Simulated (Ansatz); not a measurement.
Predict the output of the script below (the Python package of Ansatz (0.2.0)).

The script, `br2fsi_opt.py`:
```python
"""Minimum-energy structure of Br2FSi."""

import ansatz as az
import numpy as np
import pandas as pd


def main() -> None:
    geometry_ang = [
        ("F", [0.4345, 0.1819, 1.5922]),
        ("Si", [-0.4857, -0.0301, 0.255]),
        ("Br", [0.1951, -1.8872, -0.726]),
        ("Br", [-0.0884, 1.6751, -1.1415]),
    ]
    molecule = az.Crystal.molecule()
    for symbol, xyz in geometry_ang:
        molecule = molecule.atom(symbol, xyz)

    model = (
        molecule.calculation()
        .basis(gaussian="def2-SVP")
        .functional("r2SCAN", dispersion="d4")
        .spin("collinear", total=1)
        .accuracy("medium")
    )
    symbols = [site.symbol for site in molecule.cartesian_sites]
    start = np.array([site.position_ang for site in molecule.cartesian_sites], dtype=float)
    def progress(event):
        if event["event"] == "relax_step":
            row = event["data"]
            print(f"step {row['step']:3d}  E = {row['lagrangian_ev']:.6f} eV  max force {row['allowed_force_max_ev_ang']:.4f} eV/A")


    report = model.relax(force_tolerance=0.005).session().plan().execute(on_event=progress).report
    end = np.array(report["positions_ang"])

    print("reference energy %16.6f eV" % report["reference_energy_ev"])
    print("total energy     %16.6f eV" % report["free_energy_ev"])
    print("occupied (up, down):", report["n_occupied"], " virtual:", report["n_virtual"], " frozen:", report["n_frozen"])

    print("bond        before    after (A)")
    for i, j in [(0, 1), (1, 2), (1, 3)]:
        d0, d1 = (np.linalg.norm(xyz[i] - xyz[j]) for xyz in (start, end))
        print(f"{symbols[i]}{i}-{symbols[j]}{j}".ljust(10), f"{d0:8.4f} {d1:8.4f}")

    charges = report["charge_distribution"]
    table = pd.DataFrame({"atom": symbols, "mulliken": charges["mulliken_charges_e"], "lowdin": charges["lowdin_charges_e"]})
    print(table.round(3).to_string())
    print("dipole (e A):", np.round(charges["dipole_moment_e_ang"], 4) + 0.0)


if __name__ == "__main__":
    main()
```

```console
$ python br2fsi_opt.py
step   1  E = -150666.228377 eV  max force 0.4386 eV/A
step   2  E = -150666.237510 eV  max force 0.3521 eV/A
step   3  E = -150666.242829 eV  max force 0.2796 eV/A
step   4  E = -150666.243654 eV  max force 0.1105 eV/A
step   5  E = -150666.244614 eV  max force 0.0833 eV/A
step   6  E = -150666.244924 eV  max force 0.0103 eV/A
step   7  E = -150666.244933 eV  max force 0.0039 eV/A
reference energy   -150666.214405 eV
total energy       -150666.244941 eV
occupied (up, down): [47, 46]  virtual: [49, 50]  frozen: 0
bond        before    after (A)
F0-Si1       1.6370   1.6213
Si1-Br2      2.2079   2.2234
Si1-Br3      2.2396   2.2234
  atom  mulliken  lowdin
0    F    -0.311  -0.021
1   Si     0.732  -0.066
2   Br    -0.210   0.043
3   Br    -0.210   0.043
dipole (e A): [-0.183  -0.0188 -0.0391]
```

Reading the output:
- These settings explore the input space; basis and method may be short of convergence.
- The end point is the stationary point reached from this start; no frequency run checks that it is a minimum, and the basis set is modest.
- The species is open-shell (spin multiplicity 2).
- The Löwdin charges here are taken after orthogonalising the functions within each atom; they differ from plain Löwdin charges, and their signs can be unphysical.
- Total less reference energy is the dispersion correction.
- Timing: 89 s on 1 thread of Arm Neoverse V1 (shared host), peak memory 0.31 GiB.

(Lines on the test bed's own set-up are left out of the output.)
